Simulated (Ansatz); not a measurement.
# Cd3Sn (element-swapped structure): how the settings move a single-point run

How sensitive is a single-point run of Cd3Sn (element-swapped structure) to its settings? A reference run comes first, then three runs with altered input.

Program: Ansatz 0.2.0. Level of theory: reference: DFT r2SCAN, plane waves, PAW, scalar-relativistic, no spin polarisation. These are calculated values, not measurements.

### Step 1. The system as given

Symmetry: Pmmn, No. 59, orthorhombic system. Conventional cell: a = 4.960 Å, b = 6.303 Å, c = 5.442 Å, α = 90.00°, β = 90.00°, γ = 90.00°. Cd (site symmetry mm2) is surrounded by 8 Cd at 3.07 to 3.14 Å and 4 Sn at 3.07 to 3.15 Å. Sn (site symmetry mm2) has 12 Cd at 3.07 to 3.15 Å as nearest neighbours. Cd (site symmetry m) has 8 Cd at 3.07 to 3.15 Å and 4 Sn at 3.07 to 3.14 Å as nearest neighbours.

Structure file:

```cif
data_structure
_symmetry_space_group_name_H-M 'Pmmn:1'
_symmetry_Int_Tables_number 59
_cell_length_a 4.9596
_cell_length_b 6.3029
_cell_length_c 5.4418
_cell_angle_alpha 90.000
_cell_angle_beta 90.000
_cell_angle_gamma 90.000
_cell_volume 170.11
loop_
_atom_site_label
_atom_site_type_symbol
_atom_site_symmetry_multiplicity
_atom_site_Wyckoff_symbol
_atom_site_fract_x
_atom_site_fract_y
_atom_site_fract_z
_atom_site_occupancy
Cd1 Cd 2 b 0.50000 0.00000 0.33300 1
Sn1 Sn 2 a 0.00000 0.00000 0.66700 1
Cd2 Cd 4 e 0.00000 0.25000 0.16700 1
```

### Step 2. Reference

The input, input.yaml:

```yaml
crystal:
  lattice:
    - [6.302879, 0.0, 0.0]
    - [0.0, 4.959643, 0.0]
    - [0.0, 0.0, 5.44183]
  atoms:
    - { symbol: Cd, position: [0.0, 0.5, 0.667] }
    - { symbol: Cd, position: [0.5, 0.0, 0.333] }
    - { symbol: Sn, position: [0.0, 0.0, 0.333] }
    - { symbol: Sn, position: [0.5, 0.5, 0.667] }
    - { symbol: Cd, position: [0.25, 0.0, 0.833] }
    - { symbol: Cd, position: [0.75, 0.0, 0.833] }
    - { symbol: Cd, position: [0.75, 0.5, 0.167] }
    - { symbol: Cd, position: [0.25, 0.5, 0.167] }
  symmetry: { tolerance: 0.0003 }
kpoints:
  mp_grid: { grid: [3, 4, 4], shift: [0, 0, 0] }
magnetization:
  spin_polarized: false
scf:
  occupations: { method: gaussian, width: 0.1383 }
hamiltonian:
  pseudopotentials: { kind: paw }
  xc: r2scan
basis:
  ecutwfc: 500
output:
  forces: true
  stress: true
  eigenvalues: true
```

Launch:

```bash
> ansatz run input.yaml --threads 1 --pin off --max-ram 2560MiB --backend cpu --events-out ev --progress --plain --runs-dir out
```

### Step 3. Variant: n_extra_bands 4

input.yaml: that of step 2 with these lines changed.

```diff
@@ -21,2 +21,3 @@
   occupations: { method: gaussian, width: 0.1383 }
+  n_extra_bands: 4
 hamiltonian:
@@ -30 +31,5 @@
   eigenvalues: true
+  write_density: true
+  write_potential: true
+  elf: true
+  volumetric_format: npy
```

### Step 4. Changing settings: scf.algorithm direct_min, preconditioner kerker, xc lda

input.yaml: that of step 2 with these lines changed.

```diff
@@ -21,5 +21,7 @@
   occupations: { method: gaussian, width: 0.1383 }
+  algorithm: direct_min
+  mixing: { preconditioner: kerker }
 hamiltonian:
   pseudopotentials: { kind: paw }
-  xc: r2scan
+  xc: lda
 basis:
@@ -30 +32,5 @@
   eigenvalues: true
+  write_density: true
+  write_potential: true
+  elf: true
+  volumetric_format: npy
```

### Step 5. Variant: preconditioner resta

input.yaml: that of step 2 with these lines changed.

```diff
@@ -21,2 +21,3 @@
   occupations: { method: gaussian, width: 0.1383 }
+  mixing: { preconditioner: resta }
 hamiltonian:
```

What does the calculation give? Wanted: for each run, ending; energy change; pressure; gap; force.

As calculated:

| run | ending | energy change | pressure (GPa) | gap (eV) | force (eV/Å) | cycles | time |
| --- | --- | --- | --- | --- | --- | --- | --- |
| reference | converged | 0 | 7.4 | 0.00 | 0.14 | 8 | 68 s (other work) |
| 1: n_extra_bands 4 | converged | 0.0 meV/atom | 7.4 | 0.00 | 0.14 | 8 | 76 s |
| 2: scf.algorithm direct_min, preconditioner kerker, xc lda | converged | not comparable | 2.2 | 0.00 | 0.15 | 7 | 3.9 min |
| 3: preconditioner resta | converged | 0.0 meV/atom | 7.4 | 0.00 | 0.14 | 7 | 67 s |

Times don't compare one to one where runs were asked for different outputs or read a saved state (see the inputs); cycles count all SCF loops of a run, searches for a lower state included, where those made up much of it.

Residual by cycle in the longest SCF loop of each run; runs are numbered as in the table. The quantity is the density residual dr2, in eV.

```
cycle  reference    run 1    run 2    run 3
    1     0.0529   0.0525    0.101   0.0529
    2     0.0202   0.0203   0.0684  0.00969
    3    0.00224  0.00219  0.00427  0.00514
    4     3.2e-4   3.0e-4   1.6e-4   4.8e-4
    5     9.8e-6   1.0e-5   5.2e-6   1.6e-5
    6     2.2e-6   2.5e-6   2.3e-7   2.5e-6
    7     6.0e-7   6.1e-7   4.7e-9   8.9e-8
    8     3.6e-8   3.3e-8        -        -
```

**Reading.** Among the runs that keep the physical model, none moves the energy noticeably. The pressure spans 2.2 to 7.4 GPa over the reference and the variants of the same charge on sound settings. Of the variants on the same hardware and with the same outputs the dearest is «scf.algorithm direct_min, preconditioner kerker, xc lda» (3.9 min), the cheapest «n_extra_bands 4» (76 s), on a shared host.

Caveats on the reference run: its mesh is coarse for a cell with so small a gap or none; the structure is made up and not relaxed.
